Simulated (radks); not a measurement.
# Spin polarisation of the 5d shell in Lu

One table from this session's results is given with a row withheld; the runs are named, their logs left out.

Method: non-relativistic Kohn-Sham, PBE, spin-polarised, spherical densities, point nucleus. Code: radks (a radial shooting solver on a logarithmic mesh, Libxc functionals) version 1.

## The system

```
element       : lutetium (Z = 71)
charge        : 0
electrons     : 71
configuration : [Xe] 4f14 5d(up 0.5, down 0.5) 6s2
```

A shell typed twice in an input gives spin up, then spin down.

Set-up of the first run:

Input:

```text
Z 71
configuration [Xe] 4f14 5d0.5 5d0.5 6s2
relativity non-relativistic
functional pbe,pbe
spin polarised
nucleus point
```

Among the steps run: No moment.

One table of the session follows, with a row left open; its other results are not shown here.

It belongs to the step «No moment». From the orbitals of this run (lengths in bohr):

| level | <r> | outermost maximum (interpolated) | 90 % within | nodes |
| --- | --- | --- | --- | --- |
| 4s | 0.5174 | 0.482 | 0.742 | 3 |
| 4p | 0.5267 | 0.484 | 0.765 | 2 |
| 4d | 0.5500 | 0.483 | 0.826 | 1 |
| 5s | 1.281 | 1.14 | 1.85 | 4 |
| 5p | 1.446 | 1.24 | 2.13 | 3 |
| 4f | 0.6931 | 0.461 | 1.18 | 0 |
| 6s | 3.968 | 3.37 | 5.88 | 5 |
| 5d | ? | ? | ? | ? |

Estimate the missing values for 5d.

As computed: <r>: 2.667; outermost maximum (interpolated): 1.77; 90 % within: 4.47; nodes: 2. In the column «<r>» it lies between 5p (1.446) and 6s (3.968).
